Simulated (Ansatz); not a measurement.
Li2RuN2:

```
CELL_PARAMETERS angstrom
3.16423 0.00000 0.00000
-1.58212 2.74031 0.00000
0.00000 0.00000 5.21145
ATOMIC_POSITIONS crystal
Ru 0.00000 0.00000 0.00000
N 0.33333 0.66667 0.21301
N 0.66667 0.33333 0.78699
Li 0.33333 0.66667 0.63982
Li 0.66667 0.33333 0.36018
```

The cell comes from a database or a generator and needn't be the stable form of this composition.

Base run:

| Item | Value |
| --- | --- |
| Program | Ansatz 0.2.0 |
| Functional | PBE |
| Potentials or basis | Ansatz PAW |
| Cutoff | 420 eV (not typed: the program's choice for these potentials) |
| k mesh | 10 × 10 × 5 |
| Occupations | fermi-dirac, width 0.05 eV |
| Spin | no spin polarisation |
| Hubbard terms | Ru d U = 8 eV |

Its results: band gap on the k mesh none (metal or under the smearing width); pressure 2.0 GPa; largest force 0.300 eV/Å.

Problem. The run is repeated on the same cell with these changes: hubbard terms from Ru d U = 8 eV to Ru d U = 4 eV. What comes out?

Solution. Band gap on the k mesh none (metal or under the smearing width); pressure -2.2 GPa; largest force 0.199 eV/Å.

Caveats: U without spin polarisation on a metal has little footing; the density of states is complete only up to the lowest level of the last band computed.
